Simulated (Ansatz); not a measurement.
# BHCl2 + NH3 + HF: a complex and its separated parts

Aim: how far the complex at one end of a reaction step lies below its separated, relaxed parts, level by level.

The runs use Ansatz 0.2.0, Gaussian basis; PBE0-D4/def2-TZVP structures, single points in def2-TZVPP, no counterpoise correction.

Levels: SPW92, PBE-D4, BLYP-D4, r2SCAN-D4, B97M-V, PBE0-D4, B3LYP-D4, r2SCAN0-D4, BHLYP-D4, CAM-B3LYP-D4, wB97X-V, wB97M-V, B2PLYP, PBE-QIDH, RPA on PBE, Hartree-Fock, MP2, CCSD, CCSD(T).

Correlated methods freeze the cores. B3LYP uses VWN-RPA correlation. B2PLYP carries no dispersion term here.

113 further runs of the same task are left out: 113 set aside as unsound or not needed. Runs told in other sessions of the task aren't counted.

## Step 1: The starting structure

The complex: 10 atoms, charge 0, spin multiplicity 1.

Atoms are counted from 1 here; the program's logs count them from 0.

Bond lengths: B1–H2 1.196 Å, B1–Cl3 1.874 Å, B1–Cl4 1.825 Å, B1–N6 1.601 Å, H5–N6 1.025 Å, N6–H9 1.018 Å, N6–H10 1.016 Å, H7–F8 0.948 Å. Angles: H2–B1–Cl3 110.6°, H2–B1–Cl4 113.6°, H2–B1–N6 108.5°, Cl3–B1–Cl4 112.2°, Cl3–B1–N6 105.2°, Cl4–B1–N6 106.4°, B1–N6–H5 110.5°, B1–N6–H9 110.2°, B1–N6–H10 109.7°, H5–N6–H9 108.6°, H5–N6–H10 109.8°, H9–N6–H10 108.1°.

Coordinates:

```
B    -0.8401    0.4074   -0.4216
H    -0.7795    1.5634   -0.1216
Cl    0.2398    0.0565   -1.9130
Cl   -2.5457   -0.1999   -0.6486
H     0.7831   -0.2236    0.8942
N    -0.2068   -0.4586    0.7667
H     1.9291    0.3076   -0.7762
F     2.4154    0.2801    0.0370
H    -0.2795   -1.4516    0.5546
H    -0.7160   -0.2815    1.6284
```

Its parts: BHCl2 holds atoms 1, 2, 3, 4; NH3 holds atoms 5, 6, 9, 10; HF holds atoms 7, 8. Each part counts its atoms afresh in its own runs.

## Step 2: Relaxing BHCl2 alone

File relax-a/in.yaml:

```yaml
crystal:
  periodic: [false, false, false]
  atoms:
    - {symbol: B, position_ang: [-0.840059, 0.407373, -0.421587]}
    - {symbol: H, position_ang: [-0.779473, 1.563442, -0.121572]}
    - {symbol: Cl, position_ang: [0.239765, 0.056497, -1.913048]}
    - {symbol: Cl, position_ang: [-2.545654, -0.199943, -0.648647]}
basis:
  gaussian: {orbitals: def2-TZVP}
hamiltonian: {xc: pbe0, dispersion: d4}
relax: {f_tol: 0.005, max_steps: 200}
```

The run is started by

```sh
$ ansatz run in.yaml --threads 8 --pin off --events-out ev --progress --plain --max-ram 19148MiB
```

After this run come: Relaxing NH3 alone; Relaxing HF alone; SPW92/def2-TZVPP; PBE-D4/def2-TZVPP; BLYP-D4/def2-TZVPP; r2SCAN-D4/def2-TZVPP; B97M-V/def2-TZVPP; PBE0-D4/def2-TZVPP; B3LYP-D4/def2-TZVPP; r2SCAN0-D4/def2-TZVPP; BHLYP-D4/def2-TZVPP; CAM-B3LYP-D4/def2-TZVPP; wB97X-V/def2-TZVPP; wB97M-V/def2-TZVPP; B2PLYP/def2-TZVPP; PBE-QIDH/def2-TZVPP; RPA on PBE/def2-TZVPP; CCSD(T)/def2-TZVPP; Vibrations of BHCl2; Vibrations of NH3; Vibrations of HF.

What does the calculation give? Wanted: complex less parts, CCSD(T)/def2-TZVPP; with zero-point energy; largest T1 diagnostic.

As calculated:

| quantity | value |
| --- | --- |
| complex less parts, CCSD(T)/def2-TZVPP | -156.9 kJ/mol |
| with zero-point energy | -129.5 kJ/mol |
| largest T1 diagnostic | 0.012 |

In words: At CCSD(T) the complex lies 156.9 kJ/mol below its parts. B97M-V is the best functional here (+0.6 kJ/mol from CCSD(T)); SPW92 is the worst (-74.9 kJ/mol). By rung, the mean size of the error is: LDA 74.9, GGA 10.2, meta-GGA 7.1, hybrid 10.3, range-separated hybrid 10.4, double hybrid 10.8 kJ/mol. The double hybrids carry no dispersion term here, unlike the levels marked D4 or V. PBE-D4 gives a relative energy 15.7 kJ/mol too low, outside chemical accuracy (1 kcal/mol, 4.2 kJ/mol). No counterpoise was applied, and triple zeta lacks some correlation, so the CCSD(T) reference has a basis error of its own, and close matches with it are partly luck.
